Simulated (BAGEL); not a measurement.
# HF/STO-3G (density fitting with qzvpp-jkfit) run of CH5BFN (SMILES CB(N)F)

What is the vertical ionisation energy of CH5BFN at HF/STO-3G (density fitting with qzvpp-jkfit)? 

The results are computed with BAGEL 1.2.2.

30 further runs of the same task are left out: 30 set aside as unsound or not needed.

## Step 1: The structure to begin with

CH5BFN: 9 atoms, total charge 0, spin state singlet. SMILES: `CB(N)F`. The shape is that of a PBE0-D4/def2-TZVP optimisation.

Bond lengths: C1–B2 1.566 Å, B2–N3 1.396 Å, B2–F4 1.347 Å, C1–H5 1.094 Å, C1–H6 1.091 Å, C1–H7 1.094 Å, N3–H8 1.006 Å, N3–H9 1.003 Å. Some angles: C1–B2–N3 124.5°, C1–B2–F4 118.6°, N3–B2–F4 116.9°, B2–C1–H5 110.2°, B2–C1–H6 113.8°, B2–C1–H7 110.2°, B2–N3–H8 122.4°, B2–N3–H9 123.0°, H5–C1–H6 108.1°, H5–C1–H7 106.2°.

## Step 2: A single-point energy at HF/STO-3G (density fitting with qzvpp-jkfit)

job.json reads:

```json
{ "bagel": [

{
  "title": "molecule",
  "basis": "sto-3g",
  "df_basis": "qzvpp-jkfit",
  "angstrom": true,
  "geometry": [
    { "atom": "C", "xyz": [   -0.428400,    0.964700,   -0.539000 ] },
    { "atom": "B", "xyz": [    0.098200,   -0.482300,   -0.251400 ] },
    { "atom": "N", "xyz": [    0.546200,   -0.928100,    0.993800 ] },
    { "atom": "F", "xyz": [    0.128500,   -1.370900,   -1.263800 ] },
    { "atom": "H", "xyz": [    0.176600,    1.438400,   -1.318100 ] },
    { "atom": "H", "xyz": [   -0.424000,    1.616300,    0.336600 ] },
    { "atom": "H", "xyz": [   -1.450400,    0.924300,   -0.928000 ] },
    { "atom": "H", "xyz": [    0.878700,   -1.865200,    1.143700 ] },
    { "atom": "H", "xyz": [    0.563100,   -0.343500,    1.809000 ] }
  ]
},
{
  "title": "hf"
},
{
  "title": "print",
  "file": "orbitals.molden",
  "orbitals": true
}

]}
```

Launch:

```bash
$ BAGEL_NUM_THREADS=1 BAGEL job.json > job.out
```

Output:

```text
* using 1 threads per process

  ===============================================================
  ===============================================================

  *** Geometry ***

  { "atom" : "C", "xyz" : [     -0.809559,      1.823019,     -1.018562 ] },
  { "atom" : "B", "xyz" : [      0.185571,     -0.911415,     -0.475077 ] },
  { "atom" : "N", "xyz" : [      1.032168,     -1.753855,      1.878010 ] },
  { "atom" : "F", "xyz" : [      0.242830,     -2.590626,     -2.388236 ] },
  { "atom" : "H", "xyz" : [      0.333726,      2.718182,     -2.490848 ] },
  { "atom" : "H", "xyz" : [     -0.801244,      3.054364,      0.636082 ] },
  { "atom" : "H", "xyz" : [     -2.740859,      1.746674,     -1.753666 ] },
  { "atom" : "H", "xyz" : [      1.660502,     -3.524717,      2.161280 ] },
  { "atom" : "H", "xyz" : [      1.064105,     -0.649121,      3.418515 ] },

  Number of auxiliary basis functions:      394

  Since a DF basis is specified, we compute 2- and 3-index integrals:
    o Being stored without compression. Storage requirement is 0.002 GB

  Number of basis functions:       25
  Number of electrons      :       32

    * METHOD: MOLECULE                             0.10

  *** RHF ***

  === Nuclear Repulsion ===
   113.1100331568

      * DIIS with orbital gradients will be used.

  === RHF iteration (sto-3g) ===
      0       -216.51893703          0.01641633           0.01
      1       -216.57661174          0.00383266           0.01
      2       -216.57970834          0.00090447           0.01
      3       -216.57995437          0.00013526           0.01
      4       -216.57995983          0.00004900           0.01
      5       -216.57996073          0.00001144           0.01
      6       -216.57996077          0.00000210           0.01
      7       -216.57996078          0.00000051           0.01
      8       -216.57996078          0.00000014           0.01
      9       -216.57996078          0.00000004           0.01
     10       -216.57996078          0.00000001           0.01
     11       -216.57996078          0.00000000           0.01
    * SCF iteration converged.

    * Permanent dipole moment:
           (   -0.145159,    -0.026636,    -0.621149) a.u.

    * METHOD: HF                                   0.13

    * METHOD: PRINT                                0.00

  ===============================================================
```

Run time: 1.1 s. Hardware: 1 thread of Intel Xeon Platinum 8488C (Sapphire Rapids), shared host; peak memory 0.08 GiB.

## Step 3: The doublet cation, same level

hf.json reads:

```json
{ "bagel": [

{
  "title": "molecule",
  "basis": "sto-3g",
  "df_basis": "qzvpp-jkfit",
  "angstrom": true,
  "geometry": [
    { "atom": "C", "xyz": [   -0.428400,    0.964700,   -0.539000 ] },
    { "atom": "B", "xyz": [    0.098200,   -0.482300,   -0.251400 ] },
    { "atom": "N", "xyz": [    0.546200,   -0.928100,    0.993800 ] },
    { "atom": "F", "xyz": [    0.128500,   -1.370900,   -1.263800 ] },
    { "atom": "H", "xyz": [    0.176600,    1.438400,   -1.318100 ] },
    { "atom": "H", "xyz": [   -0.424000,    1.616300,    0.336600 ] },
    { "atom": "H", "xyz": [   -1.450400,    0.924300,   -0.928000 ] },
    { "atom": "H", "xyz": [    0.878700,   -1.865200,    1.143700 ] },
    { "atom": "H", "xyz": [    0.563100,   -0.343500,    1.809000 ] }
  ]
},
{ "title": "uhf", "charge": 1, "nopen": 1 },
{ "title": "print", "file": "orbitals.molden", "orbitals": true }

]}
```

Launch:

```bash
$ BAGEL_NUM_THREADS=1 BAGEL hf.json > hf.out
```

Output:

```text
* using 1 threads per process

  ===============================================================
  ===============================================================

  *** Geometry ***

  { "atom" : "C", "xyz" : [     -0.809559,      1.823019,     -1.018562 ] },
  { "atom" : "B", "xyz" : [      0.185571,     -0.911415,     -0.475077 ] },
  { "atom" : "N", "xyz" : [      1.032168,     -1.753855,      1.878010 ] },
  { "atom" : "F", "xyz" : [      0.242830,     -2.590626,     -2.388236 ] },
  { "atom" : "H", "xyz" : [      0.333726,      2.718182,     -2.490848 ] },
  { "atom" : "H", "xyz" : [     -0.801244,      3.054364,      0.636082 ] },
  { "atom" : "H", "xyz" : [     -2.740859,      1.746674,     -1.753666 ] },
  { "atom" : "H", "xyz" : [      1.660502,     -3.524717,      2.161280 ] },
  { "atom" : "H", "xyz" : [      1.064105,     -0.649121,      3.418515 ] },

  Number of auxiliary basis functions:      394

  Since a DF basis is specified, we compute 2- and 3-index integrals:
    o Being stored without compression. Storage requirement is 0.002 GB

  Number of basis functions:       25
  Number of electrons      :       32

    * METHOD: MOLECULE                             0.10

  *** Open-shell HF ***

  === Nuclear Repulsion ===
   113.1100331568

      * DIIS with orbital gradients will be used.

  === UHF iteration (sto-3g) ===
      0       -216.18267408          0.04507704           0.01
      1       -216.28838837          0.01788395           0.01
      2       -216.30295193          0.00646297           0.01
      3       -216.30512792          0.00094347           0.01
      4       -216.30545198          0.00014081           0.01
      5       -216.30549202          0.00004112           0.01
      6       -216.30550443          0.00002905           0.01
      7       -216.30550762          0.00002664           0.01
      8       -216.30551128          0.00001672           0.01
      9       -216.30551237          0.00000695           0.01
     10       -216.30551243          0.00000101           0.01
     11       -216.30551245          0.00000047           0.01
     12       -216.30551245          0.00000022           0.01
     13       -216.30551245          0.00000008           0.01
     14       -216.30551245          0.00000002           0.01
     15       -216.30551245          0.00000001           0.01
    * SCF iteration converged.

    * S^2 (UHF) is 0.7659

    * Permanent dipole moment:
           (   -0.722740,     0.595993,    -2.165574) a.u.

    * METHOD: UHF                                  0.27

    * METHOD: PRINT                                0.00

  ===============================================================
```

Run time: 1.2 s. Hardware: 1 thread of Intel Xeon Platinum 8488C (Sapphire Rapids), shared host; peak memory 0.08 GiB.

## Step 4: What came out

At HF/STO-3G (density fitting with qzvpp-jkfit):

| quantity | value |
| --- | --- |
| singlet CH5BFN: total energy | -216.57996 Eh |
| singlet CH5BFN: dipole moment | 1.62 D |
| singlet CH5BFN: HOMO energy | -9.53 eV |
| singlet CH5BFN: LUMO energy | 9.86 eV |
| singlet CH5BFN: HOMO–LUMO gap | 19.39 eV |
| doublet cation: total energy | -216.30551 Eh |
| doublet cation: ⟨S²⟩ | 0.766 |
| vertical ionisation energy (to the doublet cation) | 7.468 eV |

What this shows: Removing an electron at fixed nuclei costs 7.47 eV (721 kJ/mol). The negative HOMO energy of the first species, 9.53 eV, lies 2.06 eV above that difference. In a minimal basis such a difference can be off by several eV, whatever the method.
